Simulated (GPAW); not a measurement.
A calculation with GPAW 26.7.0 of AlIn (cli, structure from a POSCAR):

File POSCAR:

```
AlIn
1.0
    3.0541337760      0.0000000000      0.0000000000
   -1.5270668880      2.6449574366      0.0000000000
    0.0000000000      0.0000000000      5.8280200000
Al In
1 1
Direct
    0.0000000000      0.0000000000      0.0000000000
    0.0000000000      0.0000000000      0.5000000000
```

Potentials or basis: GPAW PAW data sets (gpaw-data 1.2.1), pw.

Command:

```bash
$ OMP_NUM_THREADS=1 gpaw run POSCAR -p 'mode=PW(600),xc=PBE,kpts={size:(10,10,5),gamma:True},occupations={name:fermi-dirac,width:0.05},nbands=16,convergence={density:1e-05,energy:1e-05},maxiter=150,txt=gpaw.txt' --properties efs -w gs.gpw
```

The cell was built by a generator and needn't be a form met in nature.

Write the same calculation in another form: ASE script, structure typed inline.

As run:

Contents of run.py:

```python
from ase import Atoms
from ase.dft.bandgap import bandgap
from ase.io import write
from ase.units import GPa
from gpaw import GPAW, PW

atoms = Atoms(['Al', 'In'],
              cell=[[3.054133776, 0.0, 0.0],
                    [-1.527066888, 2.6449574366, 0.0],
                    [0.0, 0.0, 5.82802]],
              scaled_positions=[[0.0, 0.0, 0.0],
                                [0.0, 0.0, 0.5]],
              pbc=True)

calc = GPAW(mode=PW(600),
            xc='PBE',
            kpts={'size': (10, 10, 5), 'gamma': True},
            occupations={'name': 'fermi-dirac', 'width': 0.05},
            nbands=16,
            convergence={'density': 1e-05, 'energy': 1e-05},
            maxiter=150,
            txt='gpaw.txt')
atoms.calc = calc
energy = atoms.get_potential_energy()
forces = atoms.get_forces()
stress = atoms.get_stress()
calc.write('gs.gpw')
write('result.traj', atoms)
print(f'Energy: {energy:.6f} eV')
print('Forces (eV/A):')
print(forces.round(4))
print('Stress (GPa):', (stress / GPa).round(3))
print('Fermi level:', round(calc.get_fermi_level(), 4), 'eV')
print(f'Gap: {bandgap(calc)[0]:.4f} eV, direct: {bandgap(calc, direct=True)[0]:.4f} eV')
```

Potentials or basis: GPAW PAW data sets (gpaw-data 1.2.1), pw.

The run is started by

```sh
$ OMP_NUM_THREADS=1 python run.py
```

Both were run:

|  | cli, structure from a POSCAR | ASE script, structure typed inline |
| --- | --- | --- |
| Pressure | -0.4 GPa | -0.4 GPa |
| Band gap on the k mesh | none (metal or under the smearing width) | none (metal or under the smearing width) |

Keys that steer only the numerical path or the files written may differ.
